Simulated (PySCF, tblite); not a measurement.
# C₆H₁₀FNO: infrared bands and NMR shifts

Wanted: the infrared bands and NMR shifts of C₆H₁₀FNO (`C/C(F)=C\C(=O)N(C)C`), by calculation.

Computed with tblite 0.8.0 and PySCF 2.14.0, with density-fitted response routines of our own, on a single molecule in the gas phase. Atoms are numbered from 0 throughout.

**1. The starting structure**

19 atoms, charge 0, multiplicity 1; geometry from: GFN2-xTB.

Bonds of the start (Å): C0–C1 1.48, C1–F2 1.36, C1–C3 1.33, C3–C4 1.48, C4–O5 1.22, C4–N6 1.36, N6–C7 1.44, N6–C8 1.44, C0–H9 1.09, C0–H10 1.08, C0–H11 1.09, C3–H12 1.08, C7–H13 1.09, C7–H14 1.09, C7–H15 1.09, C8–H16 1.09, C8–H17 1.09, C8–H18 1.09.

**2. Harmonic vibrations with GFN2-xTB**

Job settings and geometry (Å):

```
{"job": {"kind": "ir", "xc": "GFN2-xTB", "basis": "xTB"}, "charge": 0, "multiplicity": 1}
C      2.837283    -0.500469    -0.943005
C      2.163253     0.616879    -0.244259
F      3.029167     1.570979     0.182092
C      0.874927     0.792267     0.038098
C     -0.192621    -0.141082    -0.383380
O     -0.076417    -0.898340    -1.335659
N     -1.335762    -0.090160     0.346598
C     -2.472530    -0.877402    -0.071450
C     -1.505559     0.699090     1.543927
H      3.532234    -0.995762    -0.264676
H      2.094644    -1.202426    -1.307306
H      3.411753    -0.107304    -1.781085
H      0.586674     1.689811     0.562153
H     -3.337454    -0.232613    -0.241772
H     -2.208113    -1.383118    -0.998005
H     -2.725203    -1.623754     0.685340
H     -1.697631     1.751538     1.311848
H     -0.627809     0.629812     2.186619
H     -2.360639     0.311305     2.094731
```

**Question.** This job is followed by: GIAO PBE0/pcSseg-1 NMR shielding, non-relativistic, gas phase. What will the session give for the following? strongest single infrared mode (GFN2-xTB); zero-point energy (GFN2-xTB); 13C shifts against TMS (PBE0/pcSseg-1); 1H shifts against TMS (PBE0/pcSseg-1, means over atoms taken as alike); 19F shifts against CFCl3 (PBE0/pcSseg-1); 17O shifts against H2O (PBE0/pcSseg-1); 15N shifts against NH3 (PBE0/pcSseg-1).

As calculated:

| quantity | value |
| --- | --- |
| strongest single infrared mode (GFN2-xTB) | 1708 cm⁻¹, 444 km/mol |
| zero-point energy (GFN2-xTB) | 95.1 kcal/mol |
| 13C shifts against TMS (PBE0/pcSseg-1) | 185.8, 168.4, 104.8, 37.6, 35.2, 17.6 ppm |
| 1H shifts against TMS (PBE0/pcSseg-1, means over atoms taken as alike) | 5.80, 3.21, 3.05, 2.65 ppm |
| 19F shifts against CFCl3 (PBE0/pcSseg-1) | -66.0 ppm |
| 17O shifts against H2O (PBE0/pcSseg-1) | 389.3 ppm |
| 15N shifts against NH3 (PBE0/pcSseg-1) | 115.8 ppm |

In words: All 51 modes are real, so the xTB geometry is a minimum. The strongest single mode, at 1708 cm⁻¹, moves mainly C1 and C3. GFN2-xTB is a fitted tight-binding method: band positions and strengths are rough. Its intensities can rank the bands wrongly. The most deshielded hydrogen is H12 (hydrogen on an α carbon of a C=C–C=O unit), at 5.80 ppm: attached to an sp2 carbon and in the plane of the double bond. At PBE0/pcSseg-1: Shielding is most anisotropic at O5 (span 682 ppm, paramagnetic term -457 ppm).
